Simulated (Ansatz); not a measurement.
Write the native input for Ansatz 0.2.0 that does the following.

* Task: single point
* Functional: PBE
* Potentials or basis: Ansatz PAW
* Cutoff: 420 eV (not typed: the program's choice for these potentials)
* k mesh: 9 × 9 × 9
* Occupations: fermi-dirac, width 0.05 eV
* Spin: no spin polarisation

Crystal: LaPb2.

```
CELL_PARAMETERS angstrom
-2.06634 2.06634 5.63845
2.06634 -2.06634 5.63845
2.06634 2.06634 -5.63845
ATOMIC_POSITIONS crystal
Pb 0.68945 0.67489 0.99925
Pb 0.32191 0.32203 0.01417
La 0.00295 0.00353 0.01031
```

The cell comes from a database or a generator and needn't be the stable form of this composition.

The cell isn't the ideal one: atoms moved at random, drawn with an rms of 0.05 Å.

One way to write it, as run:

input.yaml

```yaml
crystal:
  lattice:
    - [-2.066343, 2.066343, 5.63845]
    - [2.066343, -2.066343, 5.63845]
    - [2.066343, 2.066343, -5.63845]
  atoms:
    - { symbol: Pb, position: [0.689449, 0.674891, -0.000746] }
    - { symbol: Pb, position: [0.321914, 0.322033, 0.014173] }
    - { symbol: La, position: [0.002952, 0.003526, 0.010307] }
hamiltonian:
  xc: pbe
  pseudopotentials: { kind: paw }
kpoints:
  mp_grid: { grid: [9, 9, 9] }
scf:
  occupations: { method: fermi_dirac, width: 0.05 }
output:
  forces: true
  stress: true
  eigenvalues: true
```

Potentials or basis: Ansatz PAW.

Command:

```bash
$ ansatz run input.yaml --threads 2 --pin off --max-ram 5120MiB --backend cpu --events-out ev --progress --plain --runs-dir out
```

It gave:

```json
{
  "Pressure": "0.0 GPa",
  "Largest force": "0.147 eV/Å",
  "Band gap on the k mesh": "none (metal or under the smearing width)"
}
```

Wall time 33 s on 2 threads of Arm Neoverse V2 (shared host), peak memory 0.85 GiB.
